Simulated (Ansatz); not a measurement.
# Si: the cost of one run

All numbers below are computed with Ansatz 0.2.0 (DFT PBE, plane waves, PAW, scalar-relativistic, no spin polarisation).

### 1 The structure to begin with

The cell holds 17 atoms (Si17): a = 7.679 Å, b = 7.679 Å, c = 7.679 Å, α = 60.00°, β = 60.00°, γ = 60.00°.

The coordinates stand in the first input below.

### 2 Preparing the start

File input.yaml:

```yaml
crystal:
  lattice:
    - [0.0, 5.43, 5.43]
    - [5.43, 0.0, 5.43]
    - [5.43, 5.43, 0.0]
  atoms:
    - { symbol: Si, position: [0.0, 0.0, 0.0] }
    - { symbol: Si, position: [0.125, 0.125, 0.125] }
    - { symbol: Si, position: [0.0, 0.0, 0.5] }
    - { symbol: Si, position: [0.125, 0.125, 0.625] }
    - { symbol: Si, position: [0.0, 0.5, 0.0] }
    - { symbol: Si, position: [0.125, 0.625, 0.125] }
    - { symbol: Si, position: [0.0, 0.5, 0.5] }
    - { symbol: Si, position: [0.125, 0.625, 0.625] }
    - { symbol: Si, position: [0.5, 0.0, 0.0] }
    - { symbol: Si, position: [0.625, 0.125, 0.125] }
    - { symbol: Si, position: [0.5, 0.0, 0.5] }
    - { symbol: Si, position: [0.625, 0.125, 0.625] }
    - { symbol: Si, position: [0.5, 0.5, 0.0] }
    - { symbol: Si, position: [0.625, 0.625, 0.125] }
    - { symbol: Si, position: [0.5, 0.5, 0.5] }
    - { symbol: Si, position: [0.625, 0.625, 0.625] }
    - { symbol: Si, position: [0.8719937, 0.3832892, 0.8761171] }
basis:
  ecutwfc: 420.0
kpoints:
  mp_grid: { grid: [2, 2, 2] }
hamiltonian:
  xc: pbe
  pseudopotentials: { kind: paw, azcp: { folder: soft_1 } }
scf:
  occupations: { method: fermi_dirac, width: 0.02 }
  lower_state_search: "off"
relax:
  f_tol: 0.08
  max_steps: 25
  adjacent_minimum: "off"
```

Command:

```console
ansatz run input.yaml --threads 1 --pin off --max-ram 3072MiB --backend cpu --events-out ev --progress --plain --runs-dir out
```

What time and memory should one allow on 1 thread of Arm Neoverse V2, shared host?

About 13 s, with a peak of 0.49 GiB.
